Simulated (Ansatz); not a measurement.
# AlH7O3Si2: the cost of one run

Method: r2SCAN/6-31G*; program: Ansatz 0.2.0, Gaussian basis.

**1. The geometry**

An earlier PBE0-D4 in a triple-zeta def2 set relaxation fixed the geometry.

SMILES `[OH][Al]([O][SiH3])[O][SiH3]`, 13 atoms, charge 0, spin multiplicity 1.

Atoms are counted from 1 here; the program's logs count them from 0.

Bond lengths: O1–Al2 1.684 Å, O1–H7 0.956 Å, Al2–O3 1.669 Å, Al2–O5 1.675 Å, O3–Si4 1.623 Å, Si4–H8 1.487 Å, Si4–H9 1.487 Å, Si4–H10 1.487 Å, O5–Si6 1.625 Å, Si6–H11 1.487 Å, Si6–H12 1.488 Å, Si6–H13 1.487 Å. Angles: Al2–O1–H7 122.4°, O1–Al2–O3 118.6°, O1–Al2–O5 121.1°, O3–Al2–O5 120.3°, Al2–O3–Si4 168.1°, O3–Si4–H8 109.7°, O3–Si4–H9 110.2°, O3–Si4–H10 110.4°, H8–Si4–H9 108.8°, H8–Si4–H10 108.8°, H9–Si4–H10 108.9°, Al2–O5–Si6 161.4°, O5–Si6–H11 109.7°, O5–Si6–H12 110.9°, O5–Si6–H13 109.7°, H11–Si6–H12 108.8°, H11–Si6–H13 108.9°, H12–Si6–H13 108.8°.

Geometry (Å):

```mol
AlH7O3Si2
  3D, bonds by distance, orders not assigned

 13 12  0  0  0  0  0  0  0  0999 V2000
    1.4876    1.6917   -1.4433 O   0  0
    0.4819    0.6528   -0.5795 Al  0  0
    1.1594   -0.3214    0.5942 O   0  0
    2.1064   -1.1178    1.6449 Si  0  0
   -1.1644    0.5910   -0.8839 O   0  0
   -2.7324    0.1725   -0.7975 Si  0  0
    1.1578    2.2719   -2.1271 H   0  0
    1.3163   -2.1725    2.3331 H   0  0
    2.6445   -0.1792    2.6652 H   0  0
    3.2442   -1.7591    0.9337 H   0  0
   -3.1900   -0.3300   -2.1198 H   0  0
   -2.9431   -0.8930    0.2192 H   0  0
   -3.5478    1.3586   -0.4246 H   0  0
  1  2  8  0
  2  3  8  0
  3  4  8  0
  2  5  8  0
  5  6  8  0
  1  7  8  0
  4  8  8  0
  4  9  8  0
  4 10  8  0
  6 11  8  0
  6 12  8  0
  6 13  8  0
M  END
```

**2. Dynamics**

File in.yaml:

```yaml
crystal:
  periodic: [false, false, false]
  atoms:
    - {symbol: O, position_ang: [1.487619, 1.691729, -1.443258]}
    - {symbol: Al, position_ang: [0.481946, 0.652758, -0.579519]}
    - {symbol: O, position_ang: [1.159354, -0.321350, 0.594210]}
    - {symbol: Si, position_ang: [2.106376, -1.117844, 1.644932]}
    - {symbol: O, position_ang: [-1.164406, 0.590975, -0.883935]}
    - {symbol: Si, position_ang: [-2.732403, 0.172478, -0.797456]}
    - {symbol: H, position_ang: [1.157763, 2.271899, -2.127076]}
    - {symbol: H, position_ang: [1.316285, -2.172526, 2.333077]}
    - {symbol: H, position_ang: [2.644488, -0.179198, 2.665229]}
    - {symbol: H, position_ang: [3.244200, -1.759067, 0.933727]}
    - {symbol: H, position_ang: [-3.190000, -0.330033, -2.119843]}
    - {symbol: H, position_ang: [-2.943121, -0.893000, 0.219216]}
    - {symbol: H, position_ang: [-3.547800, 1.358580, -0.424604]}
basis:
  gaussian: {orbitals: "6-31G*"}
hamiltonian: {xc: {name: r2SCAN}}
md: {timestep: 0.5 fs, n_steps: 20, ensemble: nvt_nose_hoover, temperature: 700, initial_velocities: maxwell_boltzmann, seed: 140}
```

On the command line:

```console
> ansatz run in.yaml --threads 4 --pin off --events-out ev --progress --plain --max-ram 11315MiB
```

**Question.** How long does this run take on 4 threads of Intel Xeon Platinum 8175M at 2.50GHz, shared host, and how much memory does it need?

About 55 s, with a peak of 0.69 GiB.
